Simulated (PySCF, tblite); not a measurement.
# ClH5O3Si3, a small molecule taken as a stand-in for a surface group (silica 3-ring): NMR shifts, core binding energies and electronic excitations

Aim: the NMR shifts, core binding energies and electronic excitations of `Cl[SiH]1O[SiH2]O[SiH2]O1`.

Computed with tblite 0.8.0 and PySCF 2.14.0; each step states its level. No surroundings beyond the atoms listed, unless a continuum is named. Atoms count from 0, parts from 1.

### Step 1. The system as given

12 atoms, charge 0, multiplicity 1; geometry: distance geometry start.

### Step 2. Geometry optimisation with GFN2-xTB

Job settings and geometry (Å):

```
{"job": {"kind": "relax", "xc": "GFN2-xTB", "basis": "xTB"}, "charge": 0, "multiplicity": 1}
O      0.243416    -1.521999    -0.946993
Si     1.450473    -0.547983    -0.187697
O      1.207316     1.067793    -0.673461
Si    -0.272554     1.547426     0.050258
O     -1.498165     0.654947    -0.759149
Si    -1.238882    -0.975124    -0.347281
Cl    -1.068733    -0.947831     1.745326
H      1.302601    -0.778789     1.235646
H      2.795455    -0.986917    -0.643097
H     -0.350229     3.025877    -0.187758
H     -0.182680     1.241553     1.467782
H     -2.379542    -1.804857    -0.785349
```

Level: GFN2-xTB geometry optimisation, gas phase.

Started as:

```bash
> OMP_NUM_THREADS=1 python cluster_run.py task.json out
```

This one command runs all jobs of the session in turn.

Standard output:

```text
step      E/eV     max force
  0    -674.74027    2.947
  1    -675.21545    2.006
  2    -675.62488    1.186
  3    -675.71664    1.031
  4    -675.87263    1.144
  5    -675.94418    1.133
  6    -676.19456    0.690
  7    -676.34872    0.597
  8    -676.43378    0.713
  9    -676.48302    0.721
 10    -676.55493    0.673
 11    -676.67673    0.779
 12    -676.82201    0.698
 13    -676.91915    0.494
 14    -676.94185    0.336
 15    -676.94935    0.305
 16    -676.95992    0.360
 17    -676.97140    0.288
 18    -676.99481    0.232
 19    -676.99831    0.142
 20    -677.00123    0.110
 21    -677.00230    0.102
 22    -677.00399    0.107
 23    -677.00538    0.108
 24    -677.00677    0.089
 25    -677.00747    0.057
 26    -677.00778    0.051
 27    -677.00803    0.063
 28    -677.00842    0.065
 29    -677.00902    0.052
 30    -677.00937    0.029
 31    -677.00949    0.024
 32    -677.00955    0.025
 33    -677.00963    0.026
 34    -677.00976    0.030
 35    -677.00991    0.034
 36    -677.01005    0.032
 37    -677.01015    0.029
 38    -677.01026    0.031
 39    -677.01043    0.040
 40    -677.01068    0.048
 41    -677.01100    0.045
 42    -677.01127    0.035
 43    -677.01147    0.039
 44    -677.01159    0.029
 45    -677.01166    0.021
 46    -677.01172    0.021
 47    -677.01179    0.030
 48    -677.01189    0.040
 49    -677.01199    0.032
 50    -677.01204    0.014
 51    -677.01206    0.013
 52    -677.01209    0.016
 53    -677.01213    0.021
 54    -677.01218    0.020
 55    -677.01221    0.010
 56    -677.01221    0.004
```

It took 1.6 s on 1 thread of Arm Neoverse V2, shared host.

Step by step:

| step | energy from step 0 (eV) | largest force (eV/Å) |
| --- | --- | --- |
| 0 | 0.0000 | 2.9465 |
| 2 | -0.8846 | 1.1861 |
| 4 | -1.1324 | 1.1440 |
| 6 | -1.4543 | 0.6901 |
| 8 | -1.6935 | 0.7134 |
| 10 | -1.8147 | 0.6730 |
| 12 | -2.0817 | 0.6973 |
| 14 | -2.2016 | 0.3362 |
| 16 | -2.2197 | 0.3604 |
| 18 | -2.2545 | 0.2319 |
| 20 | -2.2610 | 0.1097 |
| 22 | -2.2637 | 0.1075 |
| 24 | -2.2665 | 0.0888 |
| 26 | -2.2675 | 0.0501 |
| 28 | -2.2681 | 0.0657 |
| 30 | -2.2691 | 0.0295 |
| 32 | -2.2693 | 0.0251 |
| 34 | -2.2695 | 0.0304 |
| 36 | -2.2698 | 0.0320 |
| 38 | -2.2700 | 0.0313 |
| 40 | -2.2704 | 0.0481 |
| 42 | -2.2710 | 0.0345 |
| 44 | -2.2713 | 0.0287 |
| 46 | -2.2714 | 0.0216 |
| 48 | -2.2716 | 0.0399 |
| 50 | -2.2718 | 0.0143 |
| 52 | -2.2718 | 0.0163 |
| 54 | -2.2719 | 0.0196 |
| 56 | -2.2719 | 0.0041 |

Distances of close pairs at the start and the end, largest changes first:

| bond | before (Å) | after (Å) | change (Å) |
| --- | --- | --- | --- |
| Si5–Cl6 | 2.100 | 1.978 | -0.122 |
| O0–Si1 | 1.727 | 1.631 | -0.096 |
| O2–Si3 | 1.716 | 1.625 | -0.090 |
| Si3–O4 | 1.719 | 1.631 | -0.088 |
| O4–Si5 | 1.701 | 1.619 | -0.082 |
| Si1–O2 | 1.705 | 1.625 | -0.079 |
| O0–Si5 | 1.690 | 1.619 | -0.071 |
| Si3–H9 | 1.500 | 1.452 | -0.048 |

### Step 3. Optimising the geometry at PBE0-D3(BJ)/def2-SVP

Job settings and geometry (Å):

```
{"job": {"xc": "PBE0", "basis": "def2-SVP", "d3": "d3bj", "grid": 2, "kind": "geom", "shake": 0.01}, "charge": 0, "multiplicity": 1}
O      0.259586    -1.507395    -0.173919
Si     1.610323    -0.614198    -0.128148
O      1.200552     0.959747    -0.011872
Si    -0.181104     1.716281     0.122554
O     -1.393640     0.580994     0.037205
Si    -1.314948    -1.017352    -0.103991
Cl    -2.109180    -1.836144     1.511296
H      2.313672    -0.981658     1.094047
H      2.252781    -0.784187    -1.397854
H     -0.375165     2.539713    -1.045798
H     -0.294281     2.292534     1.463668
H     -1.930105    -1.375920    -1.350188
```

Standard output:

```text
step   0  E = -1556.31747710  max force = 0.044324
step   1  E = -1556.33494872  max force = 0.008206
step   2  E = -1556.33549766  max force = 0.004289
step   3  E = -1556.33560799  max force = 0.001222
step   4  E = -1556.33564750  max force = 0.001079
step   5  E = -1556.33571994  max force = 0.002912
step   6  E = -1556.33578294  max force = 0.004382
step   7  E = -1556.33585655  max force = 0.004001
step   8  E = -1556.33591626  max force = 0.001663
step   9  E = -1556.33593067  max force = 0.000226
optimisation converged
```

Wall time 2.1 min (1 thread of Arm Neoverse V2, shared host); peak memory 0.71 GiB.

The steps of the relaxation:

| step | energy from step 0 (eV) | largest force component (eV/Å) |
| --- | --- | --- |
| 0 | 0.0000 | 2.2792 |
| 1 | -0.4754 | 0.4220 |
| 2 | -0.4904 | 0.2205 |
| 3 | -0.4934 | 0.0628 |
| 4 | -0.4944 | 0.0555 |
| 5 | -0.4964 | 0.1497 |
| 6 | -0.4981 | 0.2253 |
| 7 | -0.5001 | 0.2057 |
| 8 | -0.5018 | 0.0855 |
| 9 | -0.5021 | 0.0116 |

Distances of close pairs at the start and the end, largest changes first:

| bond | before (Å) | after (Å) | change (Å) |
| --- | --- | --- | --- |
| O2–Si3 | 1.581 | 1.662 | +0.081 |
| Si5–Cl6 | 1.977 | 2.053 | +0.075 |
| Si1–H8 | 1.433 | 1.484 | +0.051 |
| O0–Si1 | 1.620 | 1.669 | +0.049 |
| O4–Si5 | 1.606 | 1.650 | +0.044 |
| Si3–H9 | 1.442 | 1.484 | +0.041 |
| Si5–H11 | 1.435 | 1.473 | +0.038 |
| Si1–O2 | 1.631 | 1.662 | +0.032 |

The final coordinates are the input of the step that follows.

| at the end point | value |
| --- | --- |
| rotational constants (GHz, main isotopes) | 1.930, 1.007, 0.772 |
| dipole moment (D) | 1.30 |

### Step 4. NMR shieldings: PBE0/pcSseg-1

Job settings and geometry (Å):

```
{"job": {"kind": "nmr", "xc": "PBE0", "basis": "pcSseg-1"}, "charge": 0, "multiplicity": 1}
O      0.249396    -1.503905    -0.259045
Si     1.660004    -0.623558    -0.110800
O      1.223777     0.974609     0.024390
Si    -0.246898     1.748651     0.057555
O     -1.415238     0.577947    -0.167054
Si    -1.336238    -1.069771    -0.119300
Cl    -2.044952    -1.723151     1.692833
H      2.384705    -1.047191     1.113169
H      2.474212    -0.820041    -1.335759
H     -0.330920     2.721629    -1.059312
H     -0.436524     2.398919     1.378506
H     -2.144332    -1.663942    -1.197780
```

Level: GIAO PBE0/pcSseg-1 NMR shielding, non-relativistic, gas phase.

Standard output:

```text
coarse grid: 12856 points
cycle   1  E = -1556.5330229472  dE =  9.608e-01  |g| = 1.198e+00  |ddm| = 3.453e+00
cycle   2  E = -1556.1880554746  dE =  3.450e-01  |g| = 1.815e+00  |ddm| = 2.037e+00
cycle   3  E = -1556.7795170636  dE = -5.915e-01  |g| = 1.028e-01  |ddm| = 1.377e+00
cycle   4  E = -1556.7815928078  dE = -2.076e-03  |g| = 4.329e-02  |ddm| = 1.583e-01
cycle   5  E = -1556.7820016501  dE = -4.088e-04  |g| = 7.995e-03  |ddm| = 4.873e-02
cycle   6  E = -1556.7820122179  dE = -1.057e-05  |g| = 3.156e-03  |ddm| = 8.201e-03
cycle   7  E = -1556.7820137203  dE = -1.502e-06  |g| = 1.084e-03  |ddm| = 2.474e-03
final grid: 108008 points
cycle   8  E = -1556.8496811162  dE = -8.069e-06  |g| = 1.104e-02  |ddm| = 1.322e-02
cycle   9  E = -1556.8496551447  dE =  2.597e-05  |g| = 1.632e-02  |ddm| = 1.651e-02
cycle  10  E = -1556.8497002116  dE = -4.507e-05  |g| = 6.498e-04  |ddm| = 1.050e-02
cycle  11  E = -1556.8497002648  dE = -5.315e-08  |g| = 2.528e-04  |ddm| = 5.519e-04
cycle  12  E = -1556.8497002757  dE = -1.088e-08  |g| = 4.815e-05  |ddm| = 1.792e-04
cycle  13  E = -1556.8497002761  dE = -3.984e-10  |g| = 1.121e-05  |ddm| = 4.889e-05
converged SCF energy = -1556.8497002761

GIAO shielding tensors (ppm)
atom      isotropic    diamagn.    paramagn.     s11        s22        s33       span
  0 O      224.664     402.147    -177.482    178.506    222.205    273.282     94.776
  1 Si     383.183     879.534    -496.351    354.267    390.037    405.245     50.978
  2 O      251.102     402.108    -151.006    186.642    225.925    340.738    154.096
  3 Si     383.136     879.563    -496.426    354.228    390.154    405.027     50.799
  4 O      224.208     402.094    -177.886    178.063    221.653    272.908     94.844
  5 Si     391.489     879.130    -487.641    370.651    391.437    412.379     41.728
  6 Cl     842.077    1148.812    -306.736    731.967    768.047   1026.217    294.250
  7 H       26.031      28.775      -2.744     22.926     23.662     31.505      8.579
  8 H       26.093      28.463      -2.370     22.911     23.432     31.935      9.024
  9 H       26.114      28.428      -2.314     22.908     23.438     31.996      9.088
 10 H       26.011      28.859      -2.848     22.911     23.708     31.413      8.502
 11 H       26.055      27.389      -1.334     21.818     23.603     32.744     10.926
```

Wall time 21 s (1 thread of Arm Neoverse V2, shared host); peak memory 0.95 GiB.

The references, computed at this level on geometries of the same kind, shield at (ppm): $^{1}$H TMS 31.27, $^{29}$Si TMS 352.0, $^{17}$O H2O 334.6, $^{35}$Cl HCl 943. Their shielding less the atom's gives the shift. The references are single molecules in the gas phase, so shifts against H2O, NH3, PH3, H3PO4 or CFCl3 are not on the usual liquid scales and can be off by tens of ppm. Atoms listed in one row are averaged.

| atoms | environment | σ (ppm) | δ (ppm) |
| --- | --- | --- | --- |
| H10 | hydrogen on a silicon bonded to 2 O | 26.01 | 5.26 |
| H7 | hydrogen on a silicon bonded to 2 O | 26.03 | 5.24 |
| H11 | hydrogen on a silicon bonded to Cl, 2 O | 26.05 | 5.21 |
| H8 | hydrogen on a silicon bonded to 2 O | 26.09 | 5.17 |
| H9 | hydrogen on a silicon bonded to 2 O | 26.11 | 5.15 |
| O0, O4 | oxygen bonded to 2 Si | 224.4 | 110.1 |
| O2 | oxygen bonded to 2 Si | 251.1 | 83.5 |
| Si1, Si3 | silicon bonded to 2 O, 2 H | 383.2 | -31.2 |
| Si5 | silicon bonded to Cl, 2 O, H | 391.5 | -39.5 |
| Cl6 | chlorine bonded to Si | 842 | 101 |

The run also stored atomic charges by several schemes (e):

| atoms | Mulliken | IAO | Hirshfeld | ESP fit |
| --- | --- | --- | --- | --- |
| O0, O4 | -0.75 | -0.87 | -0.32 | -0.50 |
| Si1, Si3 | 1.03 | 1.19 | 0.48 | 0.86 |
| O2 | -0.77 | -0.88 | -0.32 | -0.57 |
| Si5 | 1.12 | 1.29 | 0.47 | 0.61 |
| Cl6 | -0.33 | -0.32 | -0.13 | -0.19 |

Mayer bond orders: O0–Si1 0.89, Si1–O2 0.91, O2–Si3 0.91, Si3–O4 0.89, O4–Si5 0.95, Si5–Cl6 0.99, Si5–O0 0.95.

Ring of atoms O0, Si1, O2, Si3, O4, Si5: NICS(0) -2.3, NICS(1) -0.2, NICS(1)zz 3.7 ppm (means of both faces).

(Part 1 of 2 ends here.)
